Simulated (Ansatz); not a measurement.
# Al (diamond type): a single-point run

The task is a single-point run on Al (diamond type). The structure is shown as the input types it.

Program: Ansatz 0.2.0. Level of theory: Kohn-Sham DFT, with the functional, basis and potentials that each input names (as first typed). These are calculated values, not measurements.

**1. The starting structure**

Symmetry: Fd-3m, No. 227, cubic system. Conventional cell: a = 5.408 Å, b = 5.408 Å, c = 5.408 Å, α = 90.00°, β = 90.00°, γ = 90.00°. Al (site symmetry -43m) has 4 Al at 2.34 Å in its first shell of neighbours.

Structure file:

```cif
data_structure
_symmetry_space_group_name_H-M 'P 1'
_symmetry_Int_Tables_number 1
_cell_length_a 3.8242
_cell_length_b 3.8242
_cell_length_c 3.8242
_cell_angle_alpha 60.000
_cell_angle_beta 60.000
_cell_angle_gamma 60.000
_cell_volume 39.55
loop_
_atom_site_label
_atom_site_type_symbol
_atom_site_fract_x
_atom_site_fract_y
_atom_site_fract_z
_atom_site_occupancy
Al1 Al 0.87500 0.87500 0.87500 1
Al2 Al 0.12500 0.12500 0.12500 1
```

**2. The run**

Contents of input.yaml:

```yaml
crystal:
  lattice:
    - [0.0, 2.7041104874, 2.7041104874]
    - [2.7041104874, 0.0, 2.7041104874]
    - [2.7041104874, 2.7041104874, 0.0]
  atoms:
    - { symbol: Al, position: [-0.125, -0.125, -0.125] }
    - { symbol: Al, position: [0.125, 0.125, 0.125] }
kpoints:
  mp_grid: { grid: [12, 12, 12] }
scf:
  occupations: { method: fermi_dirac, width: 0.08 }
  max_iter: 60
hamiltonian:
  xc: lda
  pseudopotentials: { kind: all_electron, lapw: { basis_error: 0.001 } }
  hubbard: { sites: [{ species: Al, l: f, u_eff: 4.0 }] }
output:
  forces: true
  stress: true
  eigenvalues: true
  populations: true
```

On the command line:

```
$ ansatz run input.yaml --threads 1 --pin off --max-ram 2048MiB --backend cpu --events-out ev --progress --plain --runs-dir out
```

Q: Will this input give a usable result? If not, why, and what should change?

The program refused the input before any cycle. The line that matters: «invalid value for `hamiltonian.pseudopotentials.projection_atoms`: `1s2 2s2 2p6 3s2 3p1 4f0` of Al: PBE doesn't bind the shell 4f of the free atom, whose level lies at +1.02 eV. Type another configuration»

Look at the input: hamiltonian.hubbard.sites is [{species: Al, l: f, u_eff: 4.0}]. The Hubbard term names a species or shell that the system's potentials don't have.

Remedy: delete hamiltonian.hubbard.sites.
